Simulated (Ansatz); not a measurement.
CH8FN3Si, SMILES CN[Si](N)(N)F, a single point in a Gaussian basis

Computed with Ansatz 0.2.0 through its Python package.

Run as a notebook:

**Cell 1**
```python
import warnings

import ansatz
```

**Cell 2**
```python
warnings.simplefilter("ignore", ansatz.DeckWarning)
```

**Cell 3**
```python
geometry_ang = [
    ("C", (1.9648, -0.4142, 0.3067)),
    ("N", (0.6828, -0.9584, -0.1344)),
    ("Si", (-0.6583, 0.1163, 0.3998)),
    ("N", (-0.4665, 1.7373, -0.3354)),
    ("N", (-2.2216, -0.5869, -0.1133)),
    ("F", (-0.6379, 0.2569, 2.0806)),
    ("H", (2.1408, 0.5968, -0.1234)),
    ("H", (2.0058, -0.3665, 1.4165)),
    ("H", (2.782, -1.0837, -0.0347)),
    ("H", (0.6774, -0.9555, -1.18)),
    ("H", (-0.5236, 1.6085, -1.3702)),
    ("H", (-1.3021, 2.297, -0.0542)),
    ("H", (-2.2673, -1.5482, 0.2925)),
    ("H", (-2.1763, -0.6995, -1.1506)),
]
mol = ansatz.Crystal.molecule()
for symbol, xyz in geometry_ang:
    mol = mol.atom(symbol, xyz)
```

**Cell 4**
```python
calc = (
    mol.calculation()
    .basis(gaussian="6-31G")
    .functional("PBE0")
)
trace = []
outcome = calc.session().plan().execute(on_event=trace.append)
report = outcome.report
```

**Cell 5**
```python
report["n_occupied"], report["n_virtual"]
```
Output:
```text
([29, 29], [45, 45])
```

**Cell 6**
```python
report["converged"], report["free_energy_ev"]
```
Output:
```text
(True, -16218.012644003378)
```

**Cell 7**
```python
for event in trace:
    if event["event"] == "mean_field_evaluation" and event["data"]["evaluation"] <= 25:
        print("pass {evaluation:3d}  E = {energy_ev:.6f} eV  gradient {gradient_ev:.1e}".format(**event["data"]))
```
Output:
```text
pass   1  E = -16205.048129 eV  gradient 7.9e+01
pass   2  E = -16197.177654 eV  gradient 9.8e+01
pass   3  E = -16217.687840 eV  gradient 3.9e+00
pass   4  E = -16217.707489 eV  gradient 2.5e+00
pass   5  E = -16217.721317 eV  gradient 3.4e-01
pass   6  E = -16217.721298 eV  gradient 3.4e-01
pass   7  E = -16218.009760 eV  gradient 9.9e-01
pass   8  E = -16218.012548 eV  gradient 1.5e-01
pass   9  E = -16218.012558 eV  gradient 1.6e-01
pass  10  E = -16218.012600 eV  gradient 1.0e-02
pass  11  E = -16218.012619 eV  gradient 1.5e-02
pass  12  E = -16218.012620 eV  gradient 4.5e-03
pass  13  E = -16218.012620 eV  gradient 4.6e-04
pass  14  E = -16218.012620 eV  gradient 4.7e-04
pass  15  E = -16218.012620 eV  gradient 1.4e-04
pass  16  E = -16218.012620 eV  gradient 8.0e-05
pass  17  E = -16218.012620 eV  gradient 8.0e-05
pass  18  E = -16218.012620 eV  gradient 8.0e-05
```

**Cell 8**
```python
print("reference energy %16.6f eV" % report["reference_energy_ev"])
print("total energy     %16.6f eV" % report["free_energy_ev"])
print("occupied (up, down):", report["n_occupied"], " virtual:", report["n_virtual"], " frozen:", report["n_frozen"])
```
Output:
```text
reference energy    -16218.012644 eV
total energy        -16218.012644 eV
occupied (up, down): [29, 29]  virtual: [45, 45]  frozen: 0
```

These settings explore the input space; basis and method may be short of convergence. The geometry is a force-field or estimated start, not a minimum of this method, and the basis set is short of its limit. Early passes use coarser integrals and grids, so their energies can't be compared with the last. The whole script took 3.8 s on 1 thread of Arm Neoverse V2, on a shared host, peak memory 0.23 GiB.

(Lines on the test bed's own set-up are left out of the output.)
